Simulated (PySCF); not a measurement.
# GeSiH6O (SMILES [OH][GeH2][SiH3]) at M06-L/cc-pVDZ

What is the energy change on altering one bond length of GeSiH6O at M06-L/cc-pVDZ? The job is set up through a Python script.

The results are computed with PySCF 2.14.0.

2 further runs of the same task are left out: 2 set aside as unsound or not needed.

## 1. The system as given

GeSiH6O: 9 atoms, total charge 0, spin state singlet. SMILES: `[OH][GeH2][SiH3]`. Geometry: relaxed at PBE0-D4/def2-TZVP. This is one conformer, not always the lowest.

Bond lengths: O1–Ge2 1.791 Å, Ge2–Si3 2.389 Å, O1–H4 0.960 Å, Ge2–H5 1.546 Å, Ge2–H6 1.536 Å, Si3–H7 1.488 Å, Si3–H8 1.488 Å, Si3–H9 1.486 Å. Some angles: O1–Ge2–Si3 109.9°, O1–Ge2–H5 109.2°, O1–Ge2–H6 103.6°, Si3–Ge2–H5 111.3°, Si3–Ge2–H6 113.0°, Ge2–O1–H4 112.4°, Ge2–Si3–H7 110.2°, Ge2–Si3–H8 109.3°, Ge2–Si3–H9 110.4°, H5–Ge2–H6 109.6°.

## 2. A single-point energy at M06-L/cc-pVDZ

start.xyz

```xyz
9

O     -1.665400     1.003200    -0.854800
Ge     0.086300     0.899600    -0.495500
Si     0.525800    -1.010700     0.870400
H     -1.973400     0.267900    -1.389000
H      0.873700     0.832100    -1.824400
H      0.388100     2.226700     0.215900
H      1.986000    -1.132800     1.128400
H      0.060100    -2.236200     0.166300
H     -0.192800    -0.896100     2.165800
```

input.py

```python
from pyscf import gto, dft

mol = gto.Mole()
mol.atom = 'start.xyz'
mol.charge = 0
mol.max_memory = 1860
mol.verbose = 3
mol.basis = 'cc-pvdz'
mol.build()

mf = dft.RKS(mol, xc='m06-l')
mf.conv_tol = 1e-10
mf.grids.level = 5
mf.kernel()
if not mf.converged:
    mf = mf.newton().run(mf.mo_coeff, mf.mo_occ)

e_final = mf.e_tot
print('E(%s) = %.9f' % ('M06-L', e_final))
```

The run is started by

```console
$ OMP_NUM_THREADS=1 python input.py
```

Standard output:

```text
converged SCF energy = -2445.23445211578
E(M06-L) = -2445.234452116
```

It took 35 s on 1 thread of Intel Xeon at 2.70GHz, shared host; peak memory 0.47 GiB.

## 3. The distorted shape

job.py

```python
from pyscf import gto, dft

mol = gto.Mole()
mol.atom = '''
O       -1.295799       1.885562      -0.213759
Ge       0.455901       1.781962       0.145541
Si       0.895401      -0.128338       1.511441
H       -1.973400       0.267900      -1.389000
H        1.243301       1.714462      -1.183359
H        0.757701       3.109062       0.856941
H        2.355601      -0.250438       1.769441
H        0.429701      -1.353838       0.807341
H        0.176801      -0.013738       2.806841
'''
mol.verbose = 3
mol.max_memory = 1860
mol.basis = 'cc-pvdz'
mol.build()

myscf = dft.RKS(mol, xc='m06-l')
myscf.conv_tol = 1e-10
myscf.grids.level = 5
myscf.kernel()
if not myscf.converged:
    myscf = myscf.newton().run(myscf.mo_coeff, myscf.mo_occ)

energy = myscf.e_tot
print('Final energy', energy)
```

The run is started by

```console
$ OMP_NUM_THREADS=1 python job.py
```

Standard output:

```text
converged SCF energy = -2445.0457745495
Final energy -2445.045774549501
```

Wall time 53 s (1 thread of Intel Xeon at 2.70GHz, shared host); peak memory 0.47 GiB.

## 4. What came out

At M06-L/cc-pVDZ:

| quantity | value |
| --- | --- |
| first shape: total energy | -2445.23445 Eh |
| first shape: dipole moment | 1.34 D |
| first shape: HOMO energy | -6.49 eV |
| first shape: LUMO energy | -0.42 eV |
| first shape: HOMO–LUMO gap | 6.07 eV |
| distorted shape: total energy | -2445.04577 Eh |
| distorted shape: dipole moment | 1.40 D |
| distorted shape: HOMO energy | -6.38 eV |
| distorted shape: LUMO energy | -5.54 eV |
| distorted shape: HOMO–LUMO gap | 0.84 eV |
| energy change with the O1–H4 bond stretched from 0.960 to 2.111 Å | 5.134 eV |

In words: One bond (distorted shape) is far stretched, which a spin-restricted single reference describes badly; a broken-symmetry solution may lie lower. With the O1–H4 bond stretched from 0.960 to 2.111 Å the energy rises by 5.13 eV (495 kJ/mol). The first shape isn't relaxed at this level, so the change isn't measured from a minimum. A restricted reference can't describe the breaking bond well at this length. Mulliken charges (first shape) run from -0.47 on O1 to +0.56 on Ge2; they depend strongly on the basis.
